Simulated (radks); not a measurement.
# Zr⁴⁺ in [Ar] 3d10 4s2 4p5 4f1: an all-electron calculation

Wanted: eigenvalues, radial structure and energy terms of the zirconium ion Zr4+.

The numbers are computed with radks (a radial shooting solver on a logarithmic mesh, Libxc functionals) version 1 (scalar-relativistic Kohn-Sham, r2SCAN, spin-polarised, spherical densities, finite nucleus; open shells are filled with parallel spins first), except any that are marked as measured or tabulated.

## Step 1: What is computed

- element: zirconium (Z = 40)
- charge: +4
- electrons: 36
- configuration: [Ar] 3d10 4s2 4p5 4f1
- nuclear rms radius: 4.2694 fm

The outer shells:

Zr⁴⁺
```
[Ar] core
3d [↑↓][↑↓][↑↓][↑↓][↑↓]
4s [↑↓]
4p [↑↓][↑↓][↑ ]
4f [↑ ][  ][  ][  ][  ][  ][  ]
```

## Step 2: Self-consistent calculation

The run's settings:

```text
Z 40
configuration [Ar] 3d10 4s2 4p5 4f1
relativity scalar-relativistic
functional r2scan,r2scan
spin polarised
nucleus finite rms 4.2694 fm
c 137.035999084
```

**Question.** What will this run give?

**Answer**, as computed:

| quantity | value |
| --- | --- |
| total energy | -3594.12604 hartree |
| exchange-correlation share of it | 3.14 % |
| −T/E | 1.0283 |
| highest occupied level | 4f up, -20.003 eV |
| most extended occupied level | 4f up, <r> = 2.95 bohr |
| radius at density 0.001 e/bohr³ | 3.95 bohr |
| maxima of the radial density | 3 |

The radial density shows 3 maxima for 4 occupied principal shells; where shells overlap, one shows as a shoulder or not at all. −T/E is 1.028: with relativity the kinetic term as defined here no longer equals −E. This is not the tabulated ground configuration, so its levels and sizes aren't those of the ground state, and no measured value stands beside it.
